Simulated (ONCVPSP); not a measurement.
**An ONCV potential for germanium, from input to tests**

Do these settings give a usable potential? It is generated, then checked for transferability, scattering, ghosts and hardness.

Method: ONCVPSP 4.0.1.1 (patched build), PBE, scalar-relativistic.

## Step 1: The atom and the settings

The settings as typed:

| Property | Result |
| --- | --- |
| element | germanium (Ge, Z = 32) |
| type | optimised norm-conserving Vanderbilt (ONCV) |
| frozen core | [Ar] |
| valence charge | 14 |
| reference configuration | 3d10 4s2 4p2 |
| partial waves | 4s: rc 1.45 bohr, ncon 5, nbas 9, qcut 5.6 1/bohr, 2 projectors, debl 2.2 Ha; 4p: rc 2.40 bohr, ncon 4, nbas 7, qcut 2.7 1/bohr, 2 projectors, debl 2 Ha; 3d: rc 1.10 bohr, ncon 4, nbas 9, qcut 12.3 1/bohr, 2 projectors, debl 2.8 Ha |
| local potential | polynomial inside 0.80 bohr (lpopt 3, dvloc0 0 Ha) |
| core correction | polynomial model core, fcfact 0.5 |

The nodes and maxima of the atom's own shells, from an earlier all-electron run, set the scale for the radii.

All-electron outer shells of the reference configuration (PBE, scalar-relativistic, ld1.x):

| shell | level (eV) | outermost node (bohr) | outermost maximum (bohr) |
| --- | --- | --- | --- |
| 3s | -168.49 | 0.26 | 0.54 |
| 3p | -115.62 | 0.23 | 0.54 |
| 3d | -29.31 | – | 0.50 |
| 4s | -11.73 | 0.77 | 1.75 |
| 4p | -3.90 | 0.82 | 2.22 |

## Step 2: Generation

Contents of Ge.dat:

```
# ATOM AND REFERENCE CONFIGURATION
# atsym  z   nc   nv     iexc    psfile
  Ge 32.00    5    3        4      upf
#
#   n    l    f
    1    0    2.00
    2    0    2.00
    2    1    6.00
    3    0    2.00
    3    1    6.00
    3    2   10.00
    4    0    2.00
    4    1    2.00
#
# PSEUDOPOTENTIAL AND OPTIMIZATION
# lmax
    2
#
#   l,   rc,      ep,       ncon, nbas, qcut
    0    1.45    0.00    5    9    5.60
    1    2.40    0.00    4    7    2.70
    2    1.10    0.00    4    9   12.30
#
# LOCAL POTENTIAL
# lloc, lpopt,  rc(5),   dvloc0
    4    3    0.80    0.00
#
# VANDERBILT-KLEINMAN-BYLANDER PROJECTORs
# l, nproj, debl
    0    2    2.20
    1    2    2.00
    2    2    2.80
#
# MODEL CORE CHARGE
# icmod, fcfact, rcfact
    1    0.50    0.00
#
# LOG DERIVATIVE ANALYSIS
# epsh1, epsh2, depsh
   -3.00    5.00    0.02
#
# OUTPUT GRID
# rlmax, drl
    6.00    0.01
#
# TEST CONFIGURATIONS
# ncnf
    4
# nvcnf
#   n    l    f
    3
    3    2   10.00
    4    0    2.00
    4    1    1.00
#
    3
    3    2   10.00
    4    0    2.00
    4    1    0.00
#
    3
    3    2   10.00
    4    0    1.00
    4    1    0.00
#
    3
    3    2   10.00
    4    0    2.00
    4    1    1.50
#
```

The run is started by

```bash
oncvpsp.x < Ge.dat > Ge.out
```

What does the calculation give? Wanted: cutoffs for 1 and 0.1 mHa per electron, occupied waves; bound ghosts; GHOST(+) flags; largest test error; largest phase difference near zero energy, channels read; rms error of d²Exc/dn², without and with the model core.

The runs gave:

| quantity | value |
| --- | --- |
| cutoffs for 1 and 0.1 mHa per electron, occupied waves | 71 Ha and 174 Ha |
| bound ghosts | s at -117.61 eV |
| GHOST(+) flags | s at 719 eV, p at 88 eV |
| largest test error (AE − PS) | -62 meV, for 3d10 4s1 4p0 |
| largest phase difference near zero energy, channels read | 0.000 rad |
| rms error of d²Exc/dn², without and with the model core | 6.08 and 1.36 mHa |

**Reading.** A bound ghost (s) makes it unfit for use: electrons can fall into a state that the atom doesn't have. By total energies transferability is fair: the largest error is 62 meV on 57.7 eV, for 3d10 4s1 4p0. That test lies far up in energy; among those under 40 eV, nearer to bonding, the largest error is 18 meV. It counts as very hard, with 71 Ha needed at the looser tolerance. At the looser tolerance the 3d wave is the slowest; 4s needs 45 Ha. Near zero energy the phases of the channels with partial waves agree within 0.001 rad. The program also flags highly localised states, GHOST(+) (s, p). All of this concerns the isolated atom, not yet a solid.
